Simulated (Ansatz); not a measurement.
# C2H7Ga: the cost of one run

Method: RKS r2SCAN-D4/def2-SVP, in Ansatz 0.2.0.

## (1) The structure to begin with

Bond lengths: Ga1–H2 1.570 Å, Ga1–H3 1.570 Å, Ga1–C4 1.980 Å, C4–H5 1.110 Å, C4–H6 1.110 Å, C4–C7 1.520 Å, C7–H8 1.110 Å, C7–H9 1.110 Å, C7–H10 1.110 Å. Angles (14 of 15 angles, heavy atoms first): Ga1–C4–C7 109.5°, H2–Ga1–C4 120.0°, H3–Ga1–C4 120.0°, Ga1–C4–H5 109.5°, Ga1–C4–H6 109.5°, H5–C4–C7 109.4°, H6–C4–C7 109.4°, C4–C7–H8 109.5°, C4–C7–H9 109.5°, C4–C7–H10 109.5°, H2–Ga1–H3 120.0°, H5–C4–H6 109.4°, H8–C7–H9 109.4°, H8–C7–H10 109.4°.

Coordinates:

```xyz
10

Ga    0.0000    0.0000    0.0000
H     0.0000    0.0000    1.5700
H     1.3596    0.0000   -0.7850
C    -1.7147    0.0000   -0.9900
H    -2.2748   -0.9305   -0.7608
H    -2.3188    0.8797   -0.6846
C    -1.4385    0.0696   -2.4831
H    -2.3553   -0.2101   -3.0429
H    -1.1392    1.1028   -2.7568
H    -0.6190   -0.6331   -2.7415
```

## (2) Preparing the start

The input, input.yaml:

```yaml
crystal:
  periodic: [false, false, false]
  atoms:
    - { symbol: Ga, position_ang: [0.0, 0.0, 0.0] }
    - { symbol: H, position_ang: [0.0, 0.0, 1.57] }
    - { symbol: H, position_ang: [1.3596, 0.0, -0.785] }
    - { symbol: C, position_ang: [-1.7147, 0.0, -0.99] }
    - { symbol: H, position_ang: [-2.2748, -0.9305, -0.7608] }
    - { symbol: H, position_ang: [-2.3188, 0.8797, -0.6846] }
    - { symbol: C, position_ang: [-1.4385, 0.0696, -2.4831] }
    - { symbol: H, position_ang: [-2.3553, -0.2101, -3.0429] }
    - { symbol: H, position_ang: [-1.1392, 1.1028, -2.7568] }
    - { symbol: H, position_ang: [-0.619, -0.6331, -2.7415] }
basis:
  gaussian: { orbitals: def2-SVP }
hamiltonian:
  xc: r2scan
  dispersion: d4
relax:
  f_tol: 0.02
  max_steps: 40
output:
  orbitals: {}
```

Run with:

```sh
$ ansatz run input.yaml --threads 4 --pin off --max-ram 5120MiB --backend cpu --events-out ev --progress --plain --runs-dir out
```

What time and memory should one allow on 4 threads of Arm Neoverse V1, shared host?

About 11 s, with a peak of 0.16 GiB.
